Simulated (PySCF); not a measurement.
O2GeSiH4, in a box:

```
O Ge Si H
1.0
    13.00000    0.00000    0.00000
     0.00000   14.00000    0.00000
     0.00000    0.00000   12.00000
O Ge Si H
2 1 1 4
Direct
  0.62570 0.66750 0.49706
  0.52372 0.50285 0.48718
  0.64215 0.55302 0.43615
  0.46223 0.40076 0.47988
  0.56240 0.67264 0.53848
  0.35985 0.41584 0.42773
  0.52097 0.33036 0.41187
  0.44794 0.36135 0.59379
```

Base run:

* Program: PySCF 2.14.0
* Functional: WC
* Potentials or basis: pob-tzvp-rev2 (all-electron)
* k mesh: 1 × 1 × 1
* Occupations: fixed
* Spin: no spin polarisation

Its results: gap between the frontier levels 4.16 eV.

Problem. After a change of settings the same cell gave: gap between the frontier levels 8.39 eV. Which change was it?
A. functional from WC to MN15-L
B. functional from WC to PBE50
C. functional from WC to PBE0

Solution. B.

PBE50 gives the wider gap, since exact exchange removes part of the self-interaction.

Caveats: this is a molecule in a periodic box at the Γ point, so its band gap is the HOMO-LUMO gap; relativity is left out, which matters for the heavier elements; the basis of atomic orbitals isn't converged, which shifts pressures, moduli and gaps.

Runs at the PBE level aren't shown here.
